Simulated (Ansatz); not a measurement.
**CH3AlF2 (SMILES [CH3][Al]([F])[F]) at HF/STO-3G**

Aim: the electronic atomisation energy of CH3AlF2 at HF/STO-3G, from 5 runs. 

The calculation is run with Ansatz 0.2.0.

46 further runs of the same task are left out: 46 set aside as unsound or not needed.

## 1. Starting point

CH3AlF2: 7 atoms, total charge 0, spin state singlet. SMILES: `[CH3][Al]([F])[F]`. Geometry: relaxed at PBE0-D4/def2-TZVP.

Bond lengths: C1–Al2 1.926 Å, Al2–F3 1.644 Å, Al2–F4 1.644 Å, C1–H5 1.091 Å, C1–H6 1.093 Å, C1–H7 1.093 Å. Angles: C1–Al2–F3 121.5°, C1–Al2–F4 122.4°, F3–Al2–F4 116.1°, Al2–C1–H5 111.8°, Al2–C1–H6 110.6°, Al2–C1–H7 110.6°, H5–C1–H6 108.4°, H5–C1–H7 108.4°, H6–C1–H7 106.8°.

## 2. The energy at HF/STO-3G

Contents of molecule.yaml:

```yaml
crystal:
  periodic: [false, false, false]
  atoms:
    - {symbol: C, position_ang: [-0.253600, 0.825900, -0.238700]}
    - {symbol: Al, position_ang: [0.293100, -0.956200, 0.245500]}
    - {symbol: F, position_ang: [1.513200, -1.219500, 1.315500]}
    - {symbol: F, position_ang: [-0.423400, -2.297600, -0.378600]}
    - {symbol: H, position_ang: [-1.075800, 0.816000, -0.956100]}
    - {symbol: H, position_ang: [-0.573400, 1.384500, 0.645100]}
    - {symbol: H, position_ang: [0.581100, 1.378900, -0.678200]}
basis:
  gaussian:
    orbitals: STO-3G
accuracy: high
output: {orbitals: {seedname: orbitals}}
hamiltonian:
  xc: hf
```

Run with:

```sh
$ ansatz run molecule.yaml --threads 1 --pin off --max-ram 3480MiB --events-out events.jsonl --progress --plain --runs-dir runs
```

The log of the run:

```text
Warning: RAYON_NUM_THREADS=1 ignored (pool sized by the plan → 1); use --threads N
Functional definition: HF
  name "HF"
  exchange = exact_x
  correlation = 0
523 factors; integrals over basis functions are off by at most 2.1e-8 eV
mean field evaluation 1: about -12904.4059 eV, gradient 2.6e1 eV
mean field evaluation 2: about -12904.4660 eV, gradient 2.6e1 eV
mean field evaluation 4: about -12907.6074 eV, gradient 1.4e0 eV
mean field evaluation 8: about -12907.6194 eV, gradient 2.9e-2 eV
mean field -12907.61938560 eV, -474.3462633223 hartree, gradient 8.8e-9 eV, S^2 0.000000; 0 other end points of the search recorded, 0 dependent functions left out
reference -12907.61938560 eV, -474.3462633223 hartree; 20, 20 occupied and 7, 7 virtual orbitals, 523 factors
Total energy: -12907.61938560 eV, -474.3462633223 hartree
```

Wall time 0.22 s (1 thread of Arm Neoverse V1, shared host).

## 3. The Al atom

Contents of molecule.yaml:

```yaml
crystal:
  periodic: [false, false, false]
  atoms:
    - {symbol: Al, position_ang: [0.000000, 0.000000, 0.000000]}
basis:
  gaussian: {orbitals: STO-3G}
magnetization: {spin_polarized: true, initial_magnetization: 1}
hamiltonian: {xc: hf}
accuracy: high
```

Run the same way, it converges to -238.85836 Eh (log not shown).

## 4. The C atom at the same level

Contents of input.yaml:

```yaml
crystal:
  periodic: [false, false, false]
  atoms:
    - symbol: C
      position_ang: [0.000000, 0.000000, 0.000000]
basis:
  gaussian:
    orbitals: STO-3G
magnetization:
  spin_polarized: true
  initial_magnetization: 2
hamiltonian:
  xc: hf
accuracy: high
```

Run the same way, it converges to -37.19839 Eh (log not shown).

## 5. The F atom at the same level

Contents of job.yaml:

```yaml
crystal:
  periodic: [false, false, false]
  atoms:
    - {symbol: F, position_ang: [0.000000, 0.000000, 0.000000]}
basis:
  gaussian:
    orbitals: STO-3G
total_charge: 0
magnetization:
  spin_polarized: true
  initial_magnetization: 1
hamiltonian:
  xc: hf
accuracy: high
```

Run the same way, it converges to -97.98651 Eh (log not shown).

## 6. The H atom

Contents of input.yaml:

```yaml
crystal:
  periodic: [false, false, false]
  atoms:
    - symbol: H
      position_ang: [0.000000, 0.000000, 0.000000]
basis:
  gaussian: {orbitals: STO-3G}
magnetization: {spin_polarized: true, initial_magnetization: 1}
hamiltonian: {xc: hf}
accuracy: high
```

Run the same way, it converges to -0.46658 Eh (log not shown).

## 7. Outcome

Level: HF/STO-3G.

```
                     quantity          value
       molecule: total energy  -474.34626 Eh
        molecule: HOMO energy       -9.12 eV
        molecule: LUMO energy        9.70 eV
      molecule: HOMO–LUMO gap       18.82 eV
        Al atom: total energy  -238.85836 Eh
                Al atom: ⟨S²⟩          0.750
         C atom: total energy   -37.19839 Eh
                 C atom: ⟨S²⟩          2.000
         F atom: total energy   -97.98651 Eh
                 F atom: ⟨S²⟩          0.750
         H atom: total energy    -0.46658 Eh
                 H atom: ⟨S²⟩          0.750
electronic atomisation energy      24.946 eV
```

**Reading.** Taking the molecule apart into free atoms costs 24.95 eV (2407 kJ/mol), before zero-point energy and without spin-orbit coupling. Hartree–Fock lacks the correlation of the bonding pairs, which as a rule makes this value much too low; in minimal bases other errors can mask that. In a minimal basis such a difference can be off by several eV, whatever the method.
